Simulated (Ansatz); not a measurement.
# MgSc: the cost of one run

Computed with Ansatz 0.2.0, driven from Python. The levels of theory stand in the script.

### Step 1. The structure

Symmetry: Pm-3m, No. 221, cubic system. Conventional cell: a = 3.596 Å, b = 3.596 Å, c = 3.596 Å, α = 90.00°, β = 90.00°, γ = 90.00°. Mg (site symmetry m-3m) has 8 Sc at 3.11 Å in its first shell of neighbours. Sc (site symmetry m-3m) is surrounded by 8 Mg at 3.11 Å.

The script holds or builds the structure itself.

### Step 2. The code

File mgsc_paw_lapw.py:

```python
"""PAW against all-electron LAPW for MgSc."""

import ansatz as az
import numpy as np


def count_gap(report):
    # lowest empty less highest filled band, counting bands; zero where they overlap
    return max(report.get("gap_by_band_count_ev") or 0.0, 0.0)

crystal = (
    az.Lattice.cubic(3.59645)
    .space_group(221)
    .atom("Mg", (0.0, 0.0, 0.0))
    .atom("Sc", (0.5, 0.5, 0.5))
)

job = (
    crystal.calculation()
    .functional(az.Functional.LDA)
    .kpoints(8, 8, 8)
    .occupations("gaussian", width=0.05)
    .stress()
    .forces()
    .band_table()
)
variants = {
    "PAW": job.pseudopotentials("paw"),
    "LAPW": job.pseudopotentials("all_electron", lapw=True),
}
# totals differ by the cores that each treatment holds, so compare what does not depend on them
rows = []
for label, variant in variants.items():
    report = variant.run().report
    levels = np.array(report["eigenvalues_ev"][0]) - report["fermi_energy_ev"]
    print(label, "levels at the first k-point near E_F:", np.round(levels[np.abs(levels) < 5], 3))
    rows.append((label, report["n_electrons"], np.trace(report["stress_gpa"]) / 3, count_gap(report)))
lines = [",".join(["treatment", "electrons in bands", "P GPa", "gap by band count eV"])] + [",".join(f"{v:.4f}" if isinstance(v, float) else str(v) for v in row) for row in rows]
print("\n".join(lines))
with open("paw_lapw.csv", "w") as handle:
    handle.write("\n".join(lines) + "\n")
```

### Step 3. What the engine is handed

The engine receives this input (first run):

```yaml
crystal:
  lattice:
    bravais: cubic
    a: 3.59645
  space_group: 221
  atoms:
    - { symbol: Mg, position: [0.0, 0.0, 0.0] }
    - { symbol: Sc, position: [0.5, 0.5, 0.5] }
kpoints:
  mp_grid:
    grid: [8, 8, 8]
hamiltonian:
  xc: lda
  pseudopotentials:
    kind: paw
scf:
  occupations:
    method: gaussian
    width: 0.05
output:
  forces: true
  stress: true
  eigenvalues: true
```

### Step 4. Launch

Command:

```sh
$ python mgsc_paw_lapw.py
```

Q: Estimate wall time and peak memory on 1 thread of Arm Neoverse V2, shared host.

About 6.5 s, with a peak of 0.42 GiB.
